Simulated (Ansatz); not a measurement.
# AlGeH4N (SMILES [NH]1[AlH][GeH2]1): functionals against CCSD(T) at one geometry

The atoms stand at a structure displaced at random from a GFN2-xTB minimum. How far do the functionals agree with CCSD(T) there?

Program: Ansatz 0.2.0, Gaussian basis. Level of theory: single points in def2-TZVPP. These are calculated values, not measurements.

Cores are frozen in the correlated methods. Filled d shells of the heavier atoms are correlated.

## Step 1: Starting geometry

SMILES `[NH]1[AlH][GeH2]1`, 7 atoms, charge 0, spin multiplicity 1.

Atoms are counted from 1 here; the program's logs count them from 0.

Bond lengths: N1–Al2 1.663 Å, N1–Ge3 2.089 Å, N1–H4 1.094 Å, Al2–Ge3 2.386 Å, Al2–H5 1.668 Å, Ge3–H6 1.605 Å, Ge3–H7 1.587 Å. Angles: Al2–N1–Ge3 78.1°, Al2–N1–H4 155.7°, Ge3–N1–H4 125.7°, N1–Al2–Ge3 58.9°, N1–Al2–H5 158.5°, Ge3–Al2–H5 142.0°, N1–Ge3–Al2 43.0°, N1–Ge3–H6 106.0°, N1–Ge3–H7 103.2°, Al2–Ge3–H6 129.3°, Al2–Ge3–H7 125.0°, H6–Ge3–H7 96.8°.

Coordinates:

```xyz
7

N    -0.71780   -0.56640   -0.46640
Al    0.11070    0.58190   -1.33770
Ge    0.53780    0.25500    0.98730
H    -1.49890   -1.31110   -0.28830
H     0.66800    1.41390   -2.67110
H    -0.39960    0.58230    2.24810
H     1.25220   -1.01760    1.61070
```

## Step 2: CCSD(T)/def2-TZVPP

run/in.yaml reads:

```yaml
crystal:
  periodic: [false, false, false]
  atoms:
    - {symbol: N, position_ang: [-0.717800, -0.566400, -0.466400]}
    - {symbol: Al, position_ang: [0.110700, 0.581900, -1.337700]}
    - {symbol: Ge, position_ang: [0.537800, 0.255000, 0.987300]}
    - {symbol: H, position_ang: [-1.498900, -1.311100, -0.288300]}
    - {symbol: H, position_ang: [0.668000, 1.413900, -2.671100]}
    - {symbol: H, position_ang: [-0.399600, 0.582300, 2.248100]}
    - {symbol: H, position_ang: [1.252200, -1.017600, 1.610700]}
basis:
  gaussian: {orbitals: def2-TZVPP}
correlation: {method: ccsd_t}
output: {forces: true}
```

The command line of these runs was not kept.

## Step 3: PBE0-D4/def2-TZVPP

Edit run/in.yaml of step 2 so:

```diff
@@ -12,3 +12,3 @@
   gaussian: {orbitals: def2-TZVPP}
-correlation: {method: ccsd_t}
-output: {forces: true}
+hamiltonian: {xc: pbe0, dispersion: d4}
+output: {forces: true, orbitals: {seedname: orbitals}}
```

## Step 4: wB97M-V/def2-TZVPP

Edit run/in.yaml of step 3 so:

```diff
@@ -12,3 +12,3 @@
   gaussian: {orbitals: def2-TZVPP}
-hamiltonian: {xc: pbe0, dispersion: d4}
-output: {forces: true, orbitals: {seedname: orbitals}}
+hamiltonian: {xc: {name: wB97M-V}}
+output: {forces: true}
```

## Step 5: r2SCAN-D4/def2-TZVPP

Edit run/in.yaml of step 4 so:

```diff
@@ -12,3 +12,3 @@
   gaussian: {orbitals: def2-TZVPP}
-hamiltonian: {xc: {name: wB97M-V}}
+hamiltonian: {xc: r2scan, dispersion: d4}
 output: {forces: true}
```

## Step 6: PBE-D4/def2-TZVPP

Edit run/in.yaml of step 5 so:

```diff
@@ -12,3 +12,3 @@
   gaussian: {orbitals: def2-TZVPP}
-hamiltonian: {xc: r2scan, dispersion: d4}
+hamiltonian: {xc: pbe, dispersion: d4}
 output: {forces: true}
```

## Step 7: CAM-B3LYP-D4/def2-TZVPP

Edit run/in.yaml of step 6 so:

```diff
@@ -12,3 +12,3 @@
   gaussian: {orbitals: def2-TZVPP}
-hamiltonian: {xc: pbe, dispersion: d4}
+hamiltonian: {xc: {name: CAM-B3LYP}, dispersion: d4}
 output: {forces: true}
```

## Step 8: BHLYP-D4/def2-TZVPP

Edit run/in.yaml of step 7 so:

```diff
@@ -12,3 +12,3 @@
   gaussian: {orbitals: def2-TZVPP}
-hamiltonian: {xc: {name: CAM-B3LYP}, dispersion: d4}
+hamiltonian: {xc: {name: BHLYP}, dispersion: d4}
 output: {forces: true}
```

(Steps that only read results are left out.)

Before running it: what results should come out? Wanted: energy less free atoms, CCSD(T)/def2-TZVPP; RMS force component; RMS force error; HOMO and LUMO, PBE0-D4; T1 diagnostic.

As calculated:

| quantity | value |
| --- | --- |
| energy less free atoms, CCSD(T)/def2-TZVPP | -1805.0 kJ/mol |
| RMS force component | 1.373 to 1.486 eV/Å over the methods |
| RMS force error | PBE0-D4 0.135, wB97M-V 0.116, r2SCAN-D4 0.120, PBE-D4 0.178, CAM-B3LYP-D4 0.176, BHLYP-D4 0.210 eV/Å |
| HOMO and LUMO, PBE0-D4 | -6.77 and -1.30 eV |
| T1 diagnostic | 0.015 |

**Reading.** Against CCSD(T) the functionals' energies less atoms differ by -74.0 to +22.7 kJ/mol, PBE-D4 by -74.0 kJ/mol. The reference is not at the basis limit: in triple zeta CCSD(T) underbinds, which counts against methods that bind more; the gaps are no ranking. The forces of wB97M-V come nearest to CCSD(T), those of BHLYP-D4 are farthest. Frozen-core CCSD(T) forces in triple zeta carry basis errors of their own, and this is one geometry, so small gaps rank nothing.
